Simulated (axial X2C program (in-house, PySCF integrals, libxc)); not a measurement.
**Linear SeSH at several levels**

One table from this session's results is given with a row withheld; the runs are named, their logs left out.

The runs use an in-house X2C program for linear molecules on PySCF integrals; all-electron X2C, two-component (2c) or spin-free, Se dyall-v3z, S dyall-av3z, H dyall-v3z.

All values are calculated.

2 further runs of the same task are left out: 2 set aside as unsound or not needed.

The first run:

Input file task.json:

```json
{"zs": [34, 16, 1], "q": 0, "bas": ["dyall-v3z", "dyall-av3z", "dyall-v3z"], "r0": [2.19, 1.34], "symm": 0, "scan": ["PBE0", "HF", "r2SCAN"], "levels": ["PBE0", "HF", "LDA"], "nst": 2}
```

Keys: zs atomic numbers; q charge; bas basis sets; r0 starting distance in Å; symm equal bonds; scan levels of the two-bond scan; levels methods; nst determinants followed.

Command:

```sh
$ python solin.py task.json out
```

Masses Se 79.917, S 31.972, H 1.008 u.

Steps of the session up to this table: Scan at PBE0, 2c; Scan at r2SCAN, 2c; Scan at PBE0, spin-free.

One table of the session follows, with a row left open; its other results are not shown here.

| level | r(S–H) (Å) | lower stretch (cm⁻¹) | upper stretch (cm⁻¹) |
| --- | --- | --- | --- |
| PBE0, 2c | ? | ? | ? |
| r2SCAN, 2c | 1.429 | 268.5 | 1920.4 |
| PBE0, spin-free | 1.418 | 269.3 | 2012.2 |
| r2SCAN, spin-free | 1.430 | 268.7 | 1911.5 |

Q: Estimate the row for PBE0, 2c from the others.

The run gave: r(S–H) (Å): 1.415; lower stretch (cm⁻¹): 270.9; upper stretch (cm⁻¹): 2023.3. In the column «r(S–H) (Å)» it is the lowest.

Scans not shown above were run alike.

The molecule was held linear; bending was not examined, so a bent shape may lie lower. Note: several unpaired electrons, one determinant need not be a pure state.
